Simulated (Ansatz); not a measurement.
# CH₇FN₂Si: small, medium and large basis sets

One table from this session's results is given with a row withheld; the runs are named, their logs left out.

Program: Ansatz 0.2.0, Gaussian basis. Level of theory: one geometry, several basis sets. These are calculated values, not measurements.

Plan: PBE0-D4/def2-SVP; ωB97M-V/def2-SVP; PBE0-D4/def2-QZVPP; ωB97M-V/def2-QZVPP; the functionals' def2-TZVPP values are taken from earlier runs.

## The relaxed structure

An earlier PBE0-D4 in a triple-zeta def2 set relaxation fixed the geometry.

SMILES `CN[SiH](N)F`, 12 atoms, charge 0, spin multiplicity 1.

Atoms are counted from 1 here; the program's logs count them from 0.

Bond lengths: C1–N2 1.447 Å, C1–H6 1.094 Å, C1–H7 1.092 Å, C1–H8 1.096 Å, N2–Si3 1.692 Å, N2–H9 1.008 Å, Si3–N4 1.700 Å, Si3–F5 1.605 Å, Si3–H10 1.483 Å, N4–H11 1.006 Å, N4–H12 1.005 Å. Angles: N2–C1–H6 111.4°, N2–C1–H7 109.5°, N2–C1–H8 112.9°, H6–C1–H7 107.3°, H6–C1–H8 108.2°, H7–C1–H8 107.4°, C1–N2–Si3 125.9°, C1–N2–H9 114.3°, Si3–N2–H9 118.0°, N2–Si3–N4 108.0°, N2–Si3–F5 116.4°, N2–Si3–H10 106.1°, N4–Si3–F5 103.5°, N4–Si3–H10 119.2°, F5–Si3–H10 104.2°, Si3–N4–H11 120.7°, Si3–N4–H12 121.5°, H11–N4–H12 112.3°.

Set-up of the first run:

Input file in.yaml:

```yaml
crystal:
  periodic: [false, false, false]
  atoms:
    - {symbol: C, position_ang: [-1.430410, 1.177156, 0.532099]}
    - {symbol: N, position_ang: [-0.090991, 0.691439, 0.282075]}
    - {symbol: Si, position_ang: [0.310229, -0.719099, -0.562366]}
    - {symbol: N, position_ang: [1.879226, -1.180872, -0.098267]}
    - {symbol: F, position_ang: [0.415385, -0.589161, -2.158829]}
    - {symbol: H, position_ang: [-1.539704, 1.534683, 1.560606]}
    - {symbol: H, position_ang: [-2.144698, 0.362302, 0.394453]}
    - {symbol: H, position_ang: [-1.722755, 1.987917, -0.144799]}
    - {symbol: H, position_ang: [0.632620, 1.378307, 0.426411]}
    - {symbol: H, position_ang: [-0.815017, -1.661344, -0.348114]}
    - {symbol: H, position_ang: [2.459600, -1.721558, -0.717057]}
    - {symbol: H, position_ang: [2.123517, -1.314968, 0.867789]}
basis:
  gaussian: {orbitals: def2-SVP}
hamiltonian: {xc: pbe0, dispersion: d4}
output: {orbitals: {seedname: orbitals}}
```

Steps of the session up to this table: PBE0-D4 in def2-SVP; ωB97M-V in def2-SVP; PBE0-D4 in def2-QZVPP; ωB97M-V in def2-QZVPP.

One table of the session follows, with a row left open; its other results are not shown here.

It belongs to the step «Density functionals: the series». 

| functional | basis | HOMO (eV) | LUMO (eV) |
| --- | --- | --- | --- |
| PBE0-D4 | def2-SVP | -6.95 | 1.86 |
| PBE0-D4 | def2-TZVPP | -7.14 | 1.08 |
| PBE0-D4 | def2-QZVPP | -7.18 | 0.63 |
| ωB97M-V | def2-SVP | ? | ? |
| ωB97M-V | def2-TZVPP | -9.51 | 2.46 |
| ωB97M-V | def2-QZVPP | -9.56 | 1.72 |

Estimate the missing values for ωB97M-V, def2-SVP.

As computed: HOMO (eV): -9.32; LUMO (eV): 3.47. In the column «HOMO (eV)» it lies between ωB97M-V, def2-TZVPP (-9.51) and PBE0-D4, def2-QZVPP (-7.18).
